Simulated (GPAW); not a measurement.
# Te2Mo (P6_3/mmc) in GPAW: settings compared

Aim: see how the results for Te2Mo move with the level of theory and the settings. Levels: LDA, GLLB-SC, TB-mBJ. Tasks: band structure, single point.

All numbers are computed with GPAW 26.7.0; they aren't measurements. Logs are shortened: lines on timing, memory, paths and dates and some standing lists are left out, and cuts for length are marked. The log counts tension as positive stress, the text compression.

**What was measured.**

From “Broadband infrared study of pressure-tunable Fano resonance and metallization transition in 2H-MoTe2”, 2022, pmc:9569381, for a bulk crystal of Te2Mo at 300 K: band gap 0.88 ± 0.05 eV (indirect).

The results are compared with them further down.

## 1. The structure

It takes space group P6_3/mmc (No. 194, hexagonal). Conventional cell: a = 3.518 Å, b = 3.518 Å, c = 13.974 Å, α = 90.00°, β = 90.00°, γ = 120.00°. Around Te (site symmetry 3m) lie 3 Mo at 2.72 Å. Mo (site symmetry -6m2) is surrounded by 6 Te at 2.72 Å.

## 2. Band structure, LDA, spin-orbit coupling, no magnetisation

run.py

```python
import numpy as np
from ase import Atoms
from ase.dft.bandgap import bandgap
from ase.io import write
from ase.units import GPa
from gpaw import GPAW, PW
from gpaw.spinorbit import soc_eigenstates

atoms = Atoms(['Te', 'Te', 'Te', 'Te', 'Mo', 'Mo'],
              cell=[[3.5182, 0.0, 0.0],
                    [-1.7591, 3.0468505756, 0.0],
                    [0.0, 0.0, 13.9736]],
              scaled_positions=[[0.3333333333, 0.6666666667, 0.621],
                                [0.6666666667, 0.3333333333, 0.121],
                                [0.3333333333, 0.6666666667, 0.879],
                                [0.6666666667, 0.3333333333, 0.379],
                                [0.3333333333, 0.6666666667, 0.25],
                                [0.6666666667, 0.3333333333, 0.75]],
              pbc=True)

calc = GPAW(mode=PW(600),
            xc='LDA',
            kpts={'size': (6, 6, 2), 'gamma': True},
            occupations={'name': 'fermi-dirac', 'width': 0.05},
            nbands=46,
            convergence={'density': 1e-05, 'energy': 1e-05},
            maxiter=150,
            txt='gpaw.txt')
atoms.calc = calc
energy = atoms.get_potential_energy()
forces = atoms.get_forces()
stress = atoms.get_stress()
calc.write('gs.gpw')
write('result.traj', atoms)
print(f'Energy: {energy:.6f} eV')
print('Forces (eV/A):')
print(forces.round(4))
print('Stress (GPa):', (stress / GPa).round(3))
print('Fermi level:', round(calc.get_fermi_level(), 4), 'eV')
print(f'Gap: {bandgap(calc)[0]:.4f} eV, direct: {bandgap(calc, direct=True)[0]:.4f} eV')

path = atoms.cell.bandpath('GMKGALHA,LM,KH', npoints=100, eps=1e-4)
bs_calc = calc.fixed_density(kpts=path, symmetry='off', nbands=73,
                             convergence={'bands': 'CBM+6.0', 'eigenstates': 1e-6}, txt='bands.txt')
bs = bs_calc.band_structure()
bs.write('bs.json')
print(f'Gap on the path: {bandgap(bs_calc)[0]:.4f} eV')

soc = soc_eigenstates(bs_calc, theta=90, phi=45)
np.savetxt('soc_bands.dat', soc.eigenvalues(), fmt='%.4f')
mesh = soc_eigenstates('gs.gpw', theta=90, phi=45)
np.savetxt('soc_mesh.dat', mesh.eigenvalues(), fmt='%.4f')
print('Fermi level with spin-orbit coupling:', round(mesh.fermi_level, 4), 'eV')
```

Potentials or basis: the program's PAW data sets (release 1.2.1) made for this functional, pw.

On the command line:

```sh
OMP_NUM_THREADS=1 python run.py
```

gpaw.txt:

```text
__  _  _
 | _ |_)|_||  |
 |__||  | ||/\| - 26.7.0

Input parameters:
  mode=PW(ecut=600.0),
  convergence={'density': 1e-05, 'energy': 1e-05},
  kpts=MonkhorstPack(size=(6, 6, 2), gamma=True),
  maxiter=150,
  nbands=46,
  occupations=Occupations(name='fermi-dirac', width=0.05),
  xc=XC(name='LDA')

Diagonalizing LCAO Hamiltonian
Converting LCAO to pw mode

        Te

           Mo

        Te

           Te

        Mo

           Te

Atoms  # Å, Bohr magnetons
|   | symbol |         x |        y |         z |    initial magnetic moments |
|---|--------|-----------|----------|-----------|-----------------------------|
| 0 |     Te | -0.000000 | 2.031234 |  8.677606 | ( 0.0000,  0.0000,  0.0000) |
| 1 |     Te |  1.759100 | 1.015617 |  1.690806 | ( 0.0000,  0.0000,  0.0000) |
| 2 |     Te | -0.000000 | 2.031234 | 12.282794 | ( 0.0000,  0.0000,  0.0000) |
| 3 |     Te |  1.759100 | 1.015617 |  5.295994 | ( 0.0000,  0.0000,  0.0000) |
| 4 |     Mo | -0.000000 | 2.031234 |  3.493400 | ( 0.0000,  0.0000,  0.0000) |
| 5 |     Mo |  1.759100 | 1.015617 | 10.480200 | ( 0.0000,  0.0000,  0.0000) |

Unit cell  # Å
| periodic |         x |        y |         z |   lengths |     angles |
|----------|-----------|----------|-----------|-----------|------------|
|      yes |  3.518200 | 0.000000 |  0.000000 |  3.518200 |  90.000000 |
|      yes | -1.759100 | 3.046851 |  0.000000 |  3.518200 |  90.000000 |
|      yes |  0.000000 | 0.000000 | 13.973600 | 13.973600 | 120.000000 |

Number of symmetries: 12
Symmetry operations  # r_c * U_cc + t_c -> r_c
|    | kind |            matrix            |
|----|------|------------------------------|
|  0 |  σ   |  1, 1, 0,  0,-1, 0,  0, 0, 1 |
|  1 |  S6  |  1, 1, 0, -1, 0, 0,  0, 0,-1 |
|  2 |  E   |  1, 0, 0,  0, 1, 0,  0, 0, 1 |
|  3 |  C2  |  1, 0, 0, -1,-1, 0,  0, 0,-1 |
|  4 |  C2  |  0, 1, 0,  1, 0, 0,  0, 0,-1 |
|  5 |  C3  |  0, 1, 0, -1,-1, 0,  0, 0, 1 |
|  6 |  S6  |  0,-1, 0,  1, 1, 0,  0, 0,-1 |
|  7 |  σ   |  0,-1, 0, -1, 0, 0,  0, 0, 1 |
|  8 |  σ   | -1, 0, 0,  1, 1, 0,  0, 0, 1 |
|  9 |  i   | -1, 0, 0,  0,-1, 0,  0, 0,-1 |
| 10 |  C3  | -1,-1, 0,  1, 0, 0,  0, 0, 1 |
| 11 |  C2  | -1,-1, 0,  0, 1, 0,  0, 0,-1 |

BZ-sampling:
  Number of BZ points: 72
  Number of IBZ points: 14

  Monkhorst-Pack size: [6, 6, 2]
  Monkhorst-Pack shift: [0.08333333333333333, 0.08333333333333333, 0.25]

K-points  # in reciprocal-cell coordinates
|     |                                coordinates |     weight |
|-----|--------------------------------------------|------------|
|   0 | (  0.00000000,   0.00000000,   0.00000000) | 0.01388889 |
|   1 | (  0.00000000,   0.00000000,   0.50000000) | 0.01388889 |
|   2 | (  0.16666667,   0.00000000,   0.00000000) | 0.08333333 |
|   3 | (  0.16666667,   0.00000000,   0.50000000) | 0.08333333 |
|   4 | (  0.33333333,  -0.16666667,   0.00000000) | 0.08333333 |
|   5 | (  0.33333333,  -0.16666667,   0.50000000) | 0.08333333 |
|   6 | (  0.33333333,   0.00000000,   0.00000000) | 0.08333333 |
|   7 | (  0.33333333,   0.00000000,   0.50000000) | 0.08333333 |
|   8 | (  0.33333333,   0.33333333,   0.00000000) | 0.02777778 |
|   9 | (  0.33333333,   0.33333333,   0.50000000) | 0.02777778 |
| ... |                                            |            |
|  13 | (  0.50000000,   0.50000000,   0.50000000) | 0.04166667 |

Plane wave coefficients: 5028
Cutoff: 600.0 eV

Spin-components: 1 (collinear spins)
Bands:           46
Projectors:      32
Spin-degeneracy: 2
Datatype:        complex128

Parallelization:
  kpt:    1
  domain: 1
  band:   1

Density:
  Valence electrons: 52.0
  Components: 1
  Grid points: [20 20 80]
  Charge: 0.0  # |e|

Potential:
  Grid points: [20 20 80]

species:
  Te:
    name:    Tellurium
    Z:       52.0
    valence: 6
    core:    46
    charge:  0.0  # [|e|]
    compensation charges:
      type: gauss
      rc: 0.36  # [Å]
      lmax: 2
    cutoffs:
      filter: 2.09  # [Å]
      core: 3.17  # [Å]
    projectors
    | kind |    occ | energy [eV] | rcut [Å] |
    |------|--------|-------------|----------|
    |   5s |  2.000 |     -15.337 |    1.180 |
    |   5p |  4.000 |      -6.113 |    1.196 |
    |    s |        |      11.875 |    1.180 |
    |    p |        |      21.098 |    1.196 |
    |    d |        |       0.000 |    1.238 |

    Using partial waves for Te as LCAO basis

  Mo:
    name:    Molybdenum
    Z:       42.0
    valence: 14
    core:    28
    charge:  0.0  # [|e|]
    compensation charges:
      type: gauss
      rc: 0.38  # [Å]
      lmax: 2
    cutoffs:
      filter: 2.16  # [Å]
      core: 1.42  # [Å]
    projectors
    | kind |    occ | energy [eV] | rcut [Å] |
    |------|--------|-------------|----------|
    |   4s |  2.000 |     -64.384 |    1.238 |
    |   5s |  1.000 |      -4.319 |    1.238 |
    |   4p |  6.000 |     -38.595 |    1.296 |
    |   5p |  0.000 |      -1.161 |    1.296 |
    |   4d |  5.000 |      -3.933 |    1.296 |
    |    d |        |      23.278 |    1.296 |

    Using partial waves for Mo as LCAO basis

Reference energy: -958589.610648  # eV

eigensolver:
  PPCG
  Converge bands: occupied
  niter=2

density mixing:
  MSR1-Mixer
  Pratt-step length: 0.05
  Maximum mixing coefficient: 0.75
  Old densities: 10
  SVD Regularization: 0.005
  Good broyden scale: 1.0
  Trust region scale: 1.0
  Backstep threshold: 4.0
  History deletion threshold: 6.0
  Fourier metric: weight=20.0, sigma=0.015

occupation numbers:
  Fermi-Dirac:
    width: 0.0500  # eV

poisson solver:
  ecut: 4800.0  # eV

xc functional:
  name: None

convergence criteria:
- Maximum integral of absolute [dens]ity change: 1e-05 electrons / valence electron
- Maximum [total energy] change in last 3 cyles: 1e-05 eV / valence electron
- Maximum integral of absolute [eigenst]ate change: 4e-08 eV^2 / valence electron
maximum number of iterations: 150

SCF iterations
|iter     | |      energy | eigst |  dens |
|---------|-|-------------|-------|-------|
|iter:   1| |  -43.797920 | +0.47 |       |
|iter:   2| |  -43.573338 | -1.45 | -1.09 |
|iter:   3| |  -42.787461 | -1.46 | -1.12 |
|iter:   4| |  -42.451128 | -1.76 | -1.36 |
|iter:   5| |  -42.395609 | -2.56 | -1.79 |
|iter:   6| |  -42.399796 | -3.62 | -2.15 |
|iter:   7| |  -42.393494 | -4.15 | -2.43 |
|iter:   8| |  -42.393294 | -5.28 | -2.95 |
|iter:   9| |  -42.393290c| -6.35 | -3.49 |
|iter:  10| |  -42.393290c| -7.67c| -4.32 |
|iter:  11| |  -42.393290c| -8.43c| -5.11c|

Converged in 11 steps
Energy contributions relative to reference atoms: (reference = -958589.610648)

Energy contributions:
  Kinetic:          11.547051
  Coulomb:         -19.007336
  Zero:             -0.181322
  External:          0.000000
  Xc:              -34.751666
  Entropy:          -0.000034
  Spinorbit:         0.000000
  ----------------------------
  Free energy:     -42.393307
  Extrapolated:    -42.393290

dipole moment: (-0.000101, -0.000175, -0.000802)  # |e|*Ang

Fermi level: 8.192
Eigenvalues  # (at kpt = [0.000, 0.000, 0.000])
| band index |      eig [eV] | occ [0-2] |
|------------|---------------|-----------|
|          0 |       -52.878 |     2.000 |
|        ... |               |           |
|         18 |         6.010 |     2.000 |
|         19 |         6.774 |     2.000 |
|         20 |         6.775 |     2.000 |
|         21 |         6.775 |     2.000 |
|         22 |         6.810 |     2.000 |
|         23 |         6.810 |     2.000 |
|         24 |         7.511 |     2.000 |
|         25 |         7.830 |     1.999 |
|         26 |        10.705 |     0.000 |
|         27 |        10.705 |     0.000 |
|         28 |        10.836 |     0.000 |
|         29 |        10.836 |     0.000 |
|         30 |        10.925 |     0.000 |
|         31 |        10.925 |     0.000 |
|         32 |        11.175 |     0.000 |
|         33 |        11.175 |     0.000 |
|        ... |               |           |
|         45 |        18.930 |     0.000 |

Gap: 0.789 eV
Transition (v -> c):
  (s=0, k=0, n=25, [0.00, 0.00, 0.00]) -> (s=0, k=4, n=26, [0.33, -0.17, 0.00])
Direct/indirect transitions are different
Direct gap: 1.022 eV
Transition at: (s=0, k=8, n=25, [0.33, 0.33, 0.00])

Forces  # eV/Ang
|        x |        y |        z |
|----------|----------|----------|
|  0.00000 |  0.00000 |  0.38727 |  # Te   0
| -0.00000 | -0.00000 |  0.38760 |  # Te   1
| -0.00000 |  0.00000 | -0.38760 |  # Te   2
|  0.00000 | -0.00000 | -0.38727 |  # Te   3
| -0.00000 |  0.00000 | -0.00015 |  # Mo   4
|  0.00000 | -0.00000 |  0.00015 |  # Mo   5

Stress tensor  # eV/Ang^3
|         x |         y |        z |
|-----------|-----------|----------|
|  0.023670 | -0.000000 | 0.000000 |
| -0.000000 |  0.023670 | 0.000000 |
|  0.000000 |  0.000000 | 0.024403 |

# Writing to gs.gpw (mode='')
```

Run time: 5.9 min. Hardware: 1 thread of Intel Xeon Platinum 8259CL at 2.50GHz (Skylake/Cascade Lake), shared host; peak memory 1.1 GiB.

Results:

```yaml
Free_energy: -42.3933 eV
Pressure: -3.8 GPa
Largest_force: 0.388 eV/Å
Band_gap_on_the_k_mesh: 0.78 eV, indirect (least direct gap 0.95 eV)
Band_gap_along_the_path: 0.67 eV, indirect (least direct gap 0.95 eV)
```

Forces on the atoms (eV/Å):
```
Te   0.000  0.000  0.387
Te   0.000  0.000  0.388
Te   0.000  0.000 -0.388
Te   0.000  0.000 -0.387
Mo   0.000  0.000  0.000
Mo   0.000  0.000  0.000
```

Stress tensor (GPa, compression positive):
```
-3.79  0.00  0.00
 0.00 -3.79  0.00
 0.00  0.00 -3.91
```

Levels at the corners of the path, in eV from the valence-band top:
| point | band 48 | band 49 | band 50 | band 51 | band 52 | band 53 | band 54 | band 55 | band 56 | band 57 |
| --- | --- | --- | --- | --- | --- | --- | --- | --- | --- | --- |
| Γ | -0.91 | -0.37 | -0.37 | 0.00 | 0.00 | 2.47 | 2.48 | 2.61 | 2.61 | 2.74 |
| M | -0.97 | -0.58 | -0.58 | -0.33 | -0.33 | 1.20 | 1.20 | 1.26 | 1.26 | 1.40 |
| K | -1.78 | -0.38 | -0.38 | -0.06 | -0.06 | 0.89 | 0.89 | 0.92 | 0.92 | 1.13 |
| Γ | -0.91 | -0.37 | -0.37 | 0.00 | 0.00 | 2.47 | 2.48 | 2.61 | 2.61 | 2.74 |
| A | -0.93 | -0.09 | -0.09 | -0.09 | -0.09 | 2.52 | 2.52 | 2.52 | 2.52 | 2.91 |
| L | -0.98 | -0.46 | -0.46 | -0.46 | -0.46 | 1.23 | 1.23 | 1.23 | 1.23 | 1.59 |
| H | -1.97 | -0.35 | -0.35 | -0.14 | -0.14 | 0.89 | 0.89 | 0.94 | 0.94 | 1.56 |
| A | -0.93 | -0.09 | -0.09 | -0.09 | -0.09 | 2.52 | 2.52 | 2.52 | 2.52 | 2.91 |
| L | -0.98 | -0.46 | -0.46 | -0.46 | -0.46 | 1.23 | 1.23 | 1.23 | 1.23 | 1.59 |
| M | -0.97 | -0.58 | -0.58 | -0.33 | -0.33 | 1.20 | 1.20 | 1.26 | 1.26 | 1.40 |
| K | -1.78 | -0.38 | -0.38 | -0.06 | -0.06 | 0.89 | 0.89 | 0.92 | 0.92 | 1.13 |
| H | -1.97 | -0.35 | -0.35 | -0.14 | -0.14 | 0.89 | 0.89 | 0.94 | 0.94 | 1.56 |

Caveat: spin-orbit coupling was added after a scalar SCF, so levels and gaps hold it while energy, forces, pressure and moments don't; this program's spin-orbit splittings come out too wide for heavy elements; the mesh misses the band edges, which the band path finds closer together.

(Continued in part 2 of 2.)
